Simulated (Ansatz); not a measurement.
Geometry optimisation, Ansatz, DFT PBEsol, scalar-relativistic, plane waves, PAW.

input.yaml

```yaml
crystal:
  lattice:
    - [8.1, 0.0, 0.0]
    - [0.0, 8.1, 0.0]
    - [0.0, 0.0, 8.1]
  atoms:
    - { symbol: Al, position: [0.5, 0.0, 0.0] }
    - { symbol: Cu, position: [1.0, 0.0, 0.0] }
    - { symbol: Al, position: [0.75, 0.0, 0.25] }
    - { symbol: Al, position: [0.25, 0.25, 0.0] }
    - { symbol: Al, position: [0.5, 0.5, 0.0] }
    - { symbol: Al, position: [0.75, 0.75, 0.0] }
    - { symbol: Al, position: [0.25, 0.0, 0.25] }
    - { symbol: Al, position: [0.5, 0.25, 0.25] }
    - { symbol: Al, position: [0.75, 0.5, 0.25] }
    - { symbol: Al, position: [0.5, 0.0, 0.5] }
    - { symbol: Al, position: [0.75, 0.25, 0.5] }
    - { symbol: Al, position: [0.75, 0.0, 0.75] }
    - { symbol: Al, position: [0.0, 0.5, 0.0] }
    - { symbol: Al, position: [0.25, 0.75, 0.0] }
    - { symbol: Al, position: [0.0, 0.25, 0.25] }
    - { symbol: Al, position: [0.25, 0.5, 0.25] }
    - { symbol: Al, position: [0.5, 0.75, 0.25] }
    - { symbol: Al, position: [0.0, 0.0, 0.5] }
    - { symbol: Al, position: [0.25, 0.25, 0.5] }
    - { symbol: Al, position: [0.5, 0.5, 0.5] }
    - { symbol: Al, position: [0.75, 0.75, 0.5] }
    - { symbol: Al, position: [0.25, 0.0, 0.75] }
    - { symbol: Al, position: [0.5, 0.25, 0.75] }
    - { symbol: Al, position: [0.75, 0.5, 0.75] }
    - { symbol: Al, position: [0.0, 0.75, 0.25] }
    - { symbol: Al, position: [0.0, 0.5, 0.5] }
    - { symbol: Al, position: [0.25, 0.75, 0.5] }
    - { symbol: Al, position: [0.0, 0.25, 0.75] }
    - { symbol: Al, position: [0.25, 0.5, 0.75] }
    - { symbol: Al, position: [0.5, 0.75, 0.75] }
    - { symbol: Al, position: [0.0, 0.75, 0.75] }
basis:
  ecutwfc: 420.0
kpoints:
  mp_grid: { grid: [3, 3, 3] }
hamiltonian:
  xc: pbesol
  pseudopotentials: { kind: paw, azcp: { folder: soft_1 } }
scf:
  occupations: { method: gaussian, width: 0.05 }
  lower_state_search: "off"
relax:
  f_tol: 0.03
  max_steps: 60
  adjacent_minimum: "off"
output:
  write_density: true
  write_potential: true
  elf: true
  volumetric_format: npy
```

Command:

```bash
$ ansatz run input.yaml --threads 4 --pin off --max-ram 10240MiB --backend cpu --events-out ev --progress --plain --runs-dir out
```

Where does it end, and by what steps?

The run converged. Limits of this set-up: coarse k mesh, PAW files made for another functional, a small cell, in which the defect meets its images, a typed lattice constant that wasn't relaxed here. After 2 steps the energy has fallen by 0.146 eV; Al15 moved furthest, 0.11 Å.

| step | energy less start (eV) | largest force component (eV/Å) | accepted |
| --- | --- | --- | --- |
| 0 | 0.0000 | 0.341 | yes |
| 1 | -0.1406 | 0.059 | yes |
| 2 | -0.1462 | 0.021 | yes |

```xyz
31
Lattice="8.1000 0.0000 0.0000 0.0000 8.1000 0.0000 0.0000 0.0000 8.1000" Properties=species:S:1:pos:R:3
Al 4.062 0.022 0.000
Cu 8.150 -0.050 0.000
Al 6.113 0.041 1.924
Al 1.996 1.991 0.000
Al 4.068 4.032 0.000
Al 6.109 6.104 0.000
Al 1.994 -0.013 2.017
Al 4.066 2.026 2.005
Al 6.074 4.034 2.005
Al 4.043 -0.009 4.050
Al 6.079 2.021 4.050
Al 6.113 0.041 6.176
Al -0.022 4.038 0.000
Al 2.018 6.082 0.000
Al -0.041 1.987 1.924
Al 2.019 4.057 2.036
Al 4.043 6.081 2.036
Al 0.004 -0.004 4.050
Al 2.008 2.020 4.050
Al 4.040 4.060 4.050
Al 6.080 6.092 4.050
Al 1.994 -0.013 6.083
Al 4.066 2.026 6.095
Al 6.074 4.034 6.095
Al 0.013 6.106 2.017
Al 0.009 4.057 4.050
Al 2.021 6.079 4.050
Al -0.041 1.987 6.176
Al 2.019 4.057 6.064
Al 4.043 6.081 6.064
Al 0.013 6.106 6.083
```

Whether the end is a true minimum wasn't checked by a vibrational analysis.

Time of the run: 26 s on 4 threads of Arm Neoverse V2, with other jobs on the host, peak memory 1.4 GiB.
